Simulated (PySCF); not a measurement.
**A diatomic session: GaO**

One table from this session's results is given with a row withheld; the runs are named, their logs left out.

The runs use PySCF 2.14.0; Ga def2-TZVPP, O def2-TZVPP, no relativity.

The first run:

The job is set up so:

```
atoms                         : Ga, O
charge                        : 0
basis                         : Ga def2-TZVPP, O def2-TZVPP
Hamiltonian                   : no relativity
basis functions               : 79
electrons treated             : 39
masses in u                   : 68.9256, 15.9949
levels                        : PBE0, PBE, r²SCAN, MN15, r²SCANh, LDA, BHandHLYP, ωB97X-V, HF, MP2, SCS-MP2, CCSD, CCSD(T)
grid                          : 80 radial by 434 angular points
occupations                   : held fixed by the projection of orbital angular momentum
dissociation limit            : Ga + O, each in its ground configuration
starting distance in angstrom : 1.805
values of 2S to try           : 1, 3
```

Started as:

```console
OMP_NUM_THREADS=1 python dia.py task.json out
```

Steps of the session up to this table: Set-up; First curve: PBE0; Excited determinants; PBE (GGA); r²SCAN (meta-GGA); MN15 (hybrid meta-GGA); r²SCANh; LDA (local density); BHandHLYP; ωB97X-V; ROHF (mean field); Correlated methods on the Hartree–Fock reference.

One table of the session follows, with a row left open; its other results are not shown here.

```
       level  Re (Å)  ωe (cm⁻¹)  De (eV)  μ (D)
        ROHF   1.803        621     1.74  -2.89
   ROHF-CCSD   1.710        744     3.84    n/a
ROHF-CCSD(T)   1.707        760     4.13    n/a
         LDA   1.679        817     5.73  -3.56
         PBE   1.711        757     4.80  -3.55
      r²SCAN   1.696        775     4.52  -3.58
     r²SCANh   1.697        761     4.29  -3.63
        PBE0   1.705        741     4.17  -3.70
        MN15       ?          ?        ?      ?
   BHandHLYP   1.733        674     3.57  -3.58
     ωB97X-V   1.709        720     4.24  -3.75
```

**Question.** Estimate the row for MN15.

As computed: Re (Å): 1.710; ωe (cm⁻¹): 716; De (eV): 4.31; μ (D): -3.58.

De is counted to Ga + O in their ground configurations. A positive dipole means Ga(−)O(+). No constants: ROHF-MP2 (the points don't follow one smooth fit); ROHF-SCS-MP2 (the points don't follow one smooth fit).

Time per point (s) on 1 thread of Intel Xeon 6975P-C, shared host (CPU time, shared integrals of 0.3 s apart; correlated levels include their reference; CCSD comes with the CCSD(T) run); the times are rough: ROHF 0.74, ROHF-CCSD(T) 23, LDA 0.36, PBE 0.57, r²SCAN 0.79, r²SCANh 1.1, PBE0 1.3, MN15 1.1, BHandHLYP 0.71, ωB97X-V 4.4.

Limits of these values: Lowest PBE0 solution found, without spin–orbit coupling: ²Σ⁺ (doublet), unpaired electrons σ ↑. T1 is 0.069 near the minimum (highest on the curve 0.073), which may point to more than one leading configuration. Warnings in the runs' records: inverted.
